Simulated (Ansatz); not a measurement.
## ZrBrN, space group P-3m1: a convergence test of the plane-wave cutoff, step by step

Computed with Ansatz 0.2.0, Python API.

Interactive session:
```pycon
>>> import ansatz as az
>>> import pandas as pd
>>> cell = (
...     az.Lattice.of((3.49647, 0.0, 0.0), (-1.748235, 3.028032, 0.0), (0.0, 0.0, 13.873535))
...     .atom("Zr", (0.0, 0.0, 0.836203))
...     .atom("Zr", (0.0, 0.0, 0.163797))
...     .atom("Br", (2 / 3, 1 / 3, 0.310589))
...     .atom("Br", (1 / 3, 2 / 3, 0.689411))
...     .atom("N", (2 / 3, 1 / 3, 0.879084))
...     .atom("N", (1 / 3, 2 / 3, 0.120916))
... )
>>> [site.symbol for site in cell.resolved().sites]
['Zr', 'Zr', 'Br', 'Br', 'N', 'N']
>>> model = (
...     cell.calculation()
...     .functional("pbesol")
...     .kpoints(6, 6, 2)
...     .occupations("Fixed")
...     .band_table()
... )
>>> rows = []
>>> for value in [250, 325, 400, 475]:
...     data = model.basis(value).run(threads=1, backend="cpu").report
...     rows.append((value, data["free_energy_ev"] / len(data["lattice"]["sites"]), data["n_iterations"], data["gap_by_band_count_ev"], data["n_pw"]))
...
DeckWarning: basis.ecutwfc = 250 eV is below the records' recommended 420 eV, and the density's cutoff is lower with it unless basis.ecutrho_ratio is high enough to keep the records' density cutoff: compare with a run at a higher cutoff
DeckWarning: basis.ecutrho_ratio 4 (ecutrho = 1000 eV, dense FFT grid 20×20×72): the grid does not resolve the core-correction charge of Br (measure 0.09 e/Å^2.5); warned from 0.08. The energy and each atom's force then go with where the atoms sit on the grid: on a 12-atom cubic HfO2 cell under PBE a rigid shift of [...]
DeckWarning: basis.ecutwfc = 325 eV is below the records' recommended 420 eV, and the density's cutoff is lower with it unless basis.ecutrho_ratio is high enough to keep the records' density cutoff: compare with a run at a higher cutoff
DeckWarning: basis.ecutwfc = 400 eV is below the records' recommended 420 eV, and the density's cutoff is lower with it unless basis.ecutrho_ratio is high enough to keep the records' density cutoff: compare with a run at a higher cutoff
>>> table = pd.DataFrame(rows, columns=["cutoff (eV)", "F/atom (eV)", "iterations", "gap by band count (eV)", "plane waves"])
>>> table.round(5)
   cutoff (eV)  F/atom (eV)  iterations  gap by band count (eV)  plane waves
0          250  -2415.49526           8                 2.77309         1349
1          325  -2415.91280           8                 2.77340         1937
2          400  -2415.96284           8                 2.77636         2685
3          475  -2415.96707           8                 2.77666         3469
>>> for row in rows[:-1]:
...     shift = 1000 * (row[1] - rows[-1][1])
...     print(f"{row[0]}: {shift:+.2f} meV/atom" + ("  (within 5 meV)" if abs(shift) < 5 else ""))
...
250: +471.81 meV/atom
325: +54.27 meV/atom
400: +4.23 meV/atom  (within 5 meV)
```

From 400 eV on it stays within 5 meV an atom of the value at 475 eV; the first row (250 eV) is off by 471.8 meV and the last but one by 4.23 meV. The energy falls steadily, as expected when plane waves are added.

Caveats:
- No spin polarisation was allowed.
- Semilocal gaps usually lie well under measured ones.
- This cell is a computed structure, which may not be the phase found in nature.
- Levels are Kohn-Sham eigenvalues on this mesh, without spin-orbit coupling.
- Warnings are shown shortened and without file and line.
- Shifts are counted from the last row, which is itself no proven limit.
- Hardware and time: 11 s on 1 thread of Arm Neoverse V2, on a shared host, peak memory 0.51 GiB.
